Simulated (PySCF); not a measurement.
# CuOH2: quartet, from a trigonal planar start

Aim: relax CuOH2 as a quartet from a trigonal planar start, check by its vibrations whether the end is a minimum, and collect its spectrum and constants.

The runs use PySCF 2.14.0; PBE0, basis Cu def2-TZVP, O def2-TZVP, H def2-TZVP, no relativity, density fitting.

## 1. The system as given

4 atoms, charge 0, spin multiplicity 4.

Bond lengths: Cu1–O2 1.720 Å, Cu1–H3 1.440 Å, Cu1–H4 1.440 Å. Angles: O2–Cu1–H3 120.0°, O2–Cu1–H4 120.0°, H3–Cu1–H4 120.0°.

```xyz
4
charge 0 multiplicity 4
Cu    0.0000    0.0000   -0.3220
O     0.0000    0.0000    1.3981
H    -1.2471    0.0000   -1.0420
H     1.2471    0.0000   -1.0420
```

## 2. Finding the electronic state

The steps below are one call of a driver around PySCF. For each, scf.py gives the equivalent set-up of the SCF; relaxations use the driver's own optimiser. After this first run the driver tries any further starts and a stability analysis.

scf.py

```python
from pyscf import gto, scf, dft
mol = gto.M(atom='''
Cu     0.000000     0.000000    -0.321970
O     -0.000010     0.000000     1.398060
H     -1.247080     0.000000    -1.041970
H      1.247090     0.000000    -1.041990''',
    basis={'Cu': 'def2-TZVP', 'O': 'def2-TZVP', 'H': 'def2-TZVP'},
    charge=0, spin=3)
mf = dft.UKS(mol, xc='PBE0')
mf.grids.atom_grid = (50, 194)
aux = {'Cu': 'def2-universal-JKFIT', 'O': 'def2-universal-JKFIT', 'H': 'def2-universal-JKFIT'}
mf = mf.density_fit(auxbasis=aux)
mf.conv_tol = 1e-08
mf.diis_space = 10
mf.max_cycle = 60
mf.init_guess = 'minao'
mf.verbose = 4
mf.kernel()
```

Run with:

```
$ OMP_NUM_THREADS=4 python axn.py task.json out
```

The log of the run:

```text
init E= -1716.05336525471
[... the frontier-level lines of each cycle are left out ...]
cycle= 1 E= -1712.40192439612  delta_E= 3.65  |g|= 4.27  |ddm|= 1.67
cycle= 2 E= -1698.40735838617  delta_E=   14  |g|= 7.94  |ddm|= 6.36
cycle= 3 E= -1715.20971403371  delta_E= -16.8  |g|= 2.25  |ddm|= 5.38
cycle= 4 E= -1709.82208715082  delta_E= 5.39  |g|=  2.7  |ddm|= 4.74
cycle= 5 E= -1716.3331510204  delta_E= -6.51  |g|= 0.424  |ddm|= 5.04
cycle= 6 E= -1716.42690687632  delta_E= -0.0938  |g|= 0.18  |ddm|= 0.472
cycle= 7 E= -1716.43303486807  delta_E= -0.00613  |g|= 0.12  |ddm|= 0.11
cycle= 8 E= -1716.43633917156  delta_E= -0.0033  |g|= 0.0891  |ddm|= 0.027
cycle= 9 E= -1716.44093021435  delta_E= -0.00459  |g|= 0.0157  |ddm|= 0.0873
cycle= 10 E= -1716.44096242388  delta_E= -3.22e-05  |g|= 0.0178  |ddm|= 0.0167
cycle= 11 E= -1716.44107759003  delta_E= -0.000115  |g|= 0.00691  |ddm|= 0.0106
cycle= 12 E= -1716.44110069349  delta_E= -2.31e-05  |g|= 0.00132  |ddm|= 0.00906
cycle= 13 E= -1716.44110234477  delta_E= -1.65e-06  |g|= 0.000423  |ddm|= 0.002
cycle= 14 E= -1716.44110268168  delta_E= -3.37e-07  |g|= 7.29e-05  |ddm|= 0.00139
cycle= 15 E= -1716.44110269543  delta_E= -1.37e-08  |g|= 2.48e-05  |ddm|= 0.000272
cycle= 16 E= -1716.44110269747  delta_E= -2.04e-09  |g|= 8.47e-06  |ddm|= 0.000105
Extra cycle  E= -1716.44110269765  delta_E= -1.77e-10  |g|= 9.25e-06  |ddm|= 2.16e-05
converged SCF energy = -1716.44110269765  <S^2> = 3.7672809  2S+1 = 4.0086312
```

This step, with its further starts and checks, needed 8.5 s of wall time on 4 threads of Intel Xeon 6975P-C (Granite Rapids), shared host.

The starts that the driver tried:

| start | energy (Eh) |
| --- | --- |
| the minimal-basis guess | -1716.441103 |
| a thermally smeared density | -1716.441103 |
| a smeared PBE density | -1716.441103 |

The test of internal stability and the other starts found no lower solution of this spin.

## 3. Trigonal planar start, quartet: relaxation

The program finds C2v symmetry in the start, which this walk keeps.

scf.py: that of step 2 with these lines changed.

```diff
@@ -3,4 +3,4 @@
-Cu     0.000000     0.000000    -0.321970
-O     -0.000010     0.000000     1.398060
-H     -1.247080     0.000000    -1.041970
-H      1.247090     0.000000    -1.041990''',
+Cu     0.000000     0.000000    -0.321972
+O     -0.000000     0.000000     1.398058
+H     -1.247085     0.000000    -1.041982
+H      1.247085     0.000000    -1.041982''',
@@ -16 +15,0 @@
-mf.init_guess = 'minao'
```

The optimiser's trace:

| step | energy (Eh) | change (kJ/mol) | largest symmetric gradient (Eh/bohr) |
| --- | --- | --- | --- |
| 0 | -1716.441103 | 0.00 | 0.03374 |
| 1 | -1716.447397 | -16.53 | 0.01923 |
| 2 | -1716.451250 | -26.64 | 0.00428 |
| 3 | -1716.451841 | -28.19 | 0.00357 |
| 4 | -1716.452081 | -28.82 | 0.00539 |
| 5 | -1716.452337 | -29.50 | 0.00675 |
| 6 | -1716.452597 | -30.18 | 0.00627 |
| 7 | -1716.452761 | -30.61 | 0.00332 |
| 8 | -1716.452789 | -30.68 | 0.00096 |
| 9 | -1716.452792 | -30.69 | 0.00021 |

The walk took 14 s.

End point (C2v, 9 steps, 30.7 kJ/mol gained): Cu–H 1.564 Å (×2), Cu–O 1.753 Å; H–Cu–H 145.5°, H–Cu–O 107.2° (×2).

## 4. Frequencies

The point is checked on the finer grid, and tightened if its gradient asks for it. The Hessian and the dipole derivatives come from central differences of analytic gradients, with steps of 0.02 bohr.

scf.py: that of step 3 with these lines changed.

```diff
@@ -3,4 +3,4 @@
-Cu     0.000000     0.000000    -0.321972
-O     -0.000000     0.000000     1.398058
-H     -1.247085     0.000000    -1.041982
-H      1.247085     0.000000    -1.041982''',
+Cu     0.000000     0.000000    -0.334043
+O     -0.000000     0.000000     1.419170
+H     -1.493912     0.000000    -0.799592
+H      1.493912     0.000000    -0.799592''',
@@ -10 +10 @@
-mf.grids.atom_grid = (50, 194)
+mf.grids.atom_grid = (75, 302)
@@ -13 +13 @@
-mf.conv_tol = 1e-08
+mf.conv_tol = 1e-10
```

This SCF starts from the last density.

Log of the central SCF (cycles and frontier levels):

```text
init E= -1716.45271040211
[... the frontier-level lines of each cycle are left out ...]
cycle= 1 E= -1716.45271040211  delta_E= 2.5e-12  |g|= 5.36e-06  |ddm|= 2.52e-06
Extra cycle  E= -1716.45271040201  delta_E= 9.44e-11  |g|= 2.17e-05  |ddm|= 8.72e-06
converged SCF energy = -1716.45271040201  <S^2> = 3.7702979  2S+1 = 4.0101361
```

The whole step took 44 s.

Geometry: C2v; Cu–H 1.565 Å (×2), Cu–O 1.753 Å; H–Cu–H 145.4°, H–Cu–O 107.3° (×2).

Modes, for the most abundant isotopes:

```json
{"symmetry": "b2", "ω (cm⁻¹)": "297", "IR (km/mol)": "3.5", "μ (u)": "1.15"}
{"symmetry": "b1", "ω (cm⁻¹)": "339", "IR (km/mol)": "54.3", "μ (u)": "1.07"}
{"symmetry": "a1", "ω (cm⁻¹)": "441", "IR (km/mol)": "0.2", "μ (u)": "1.04"}
{"symmetry": "a1", "ω (cm⁻¹)": "601", "IR (km/mol)": "10.1", "μ (u)": "15.46"}
{"symmetry": "b2", "ω (cm⁻¹)": "1494", "IR (km/mol)": "52.9", "μ (u)": "1.03"}
{"symmetry": "a1", "ω (cm⁻¹)": "1624", "IR (km/mol)": "18.7", "μ (u)": "1.01"}
```

No imaginary mode, so this is a minimum.

Constants and moments:

```yaml
Dipole_moment: 1.43 D
Highest_occupied_level: -8.42 eV
Lowest_empty_level: -4.48 eV
Rotational_constants: 3.747, 0.416, 0.3744 cm⁻¹
Zero-point_energy: 28.7 kJ/mol
Principal_polarisabilities: 20.3, 51.3, 52.1 bohr³
Atomisation_energy_without_zero-point_energy: 493 kJ/mol
Principal_traceless_quadrupole_moments_about_the_centre_of_mass: -1.75, -1.42, 3.17 D Å
Entropy_at_298.15_K_and_1_bar_electronic_part_spin_only: 271.9 J/(mol K)
Heat_capacity_Cp_at_298.15_K: 57.6 J/(mol K)
Enthalpy_at_298.15_K_above_0_K: 13.16 kJ/mol
Rotational_symmetry_number: 2
Spin_squared_⟨S²⟩: 3.770
```

Populations by atom (charges in e):

```
atom  Mulliken  Löwdin  polar tensor  spin (Mulliken)  Mayer order to Cu1
 Cu1      0.26    0.17          0.21             0.63                   –
  O2     -0.22   -0.09         -0.24             1.51                1.01
H3,4     -0.02   -0.04          0.01             0.43                0.69
```

Mulliken populations on Cu1: s 6.83, p 12.47, d 9.44, f 0.00.

## 5. Summary of results

| quantity | value |
| --- | --- |
| minimum | quartet, C2v |
| geometry | Cu–H 1.565 Å (×2), Cu–O 1.753 Å; H–Cu–H 145.4°, H–Cu–O 107.3° (×2) |
| wavenumbers (cm⁻¹) | 297 (b2), 339 (b1), 441 (a1), 601 (a1), 1494 (b2), 1624 (a1) |
| dipole moment | 1.43 D |
| highest occupied, lowest empty level (either spin) | -8.42, -4.48 eV |
| polar-tensor charge of Cu1 | +0.21 e |
| zero-point energy | 28.7 kJ/mol |
| entropy at 298.15 K | 271.9 J/(mol K) |
| atomisation energy (no zero-point energy) | 493 kJ/mol |
| ⟨S²⟩ | 3.770 |

The molecule stays C2v, as typed, and the end point is a minimum. The strongest infrared band lies at 339 cm⁻¹ (b1, bend). Most of the spin sits on O2 (Mulliken spin 1.51, against 3 for the whole molecule). Other starts or spin states, not run here, may lie lower. Open d and f shells are described by one determinant, and the ground state may have another occupation or spin.

The search up to here took 67 s.
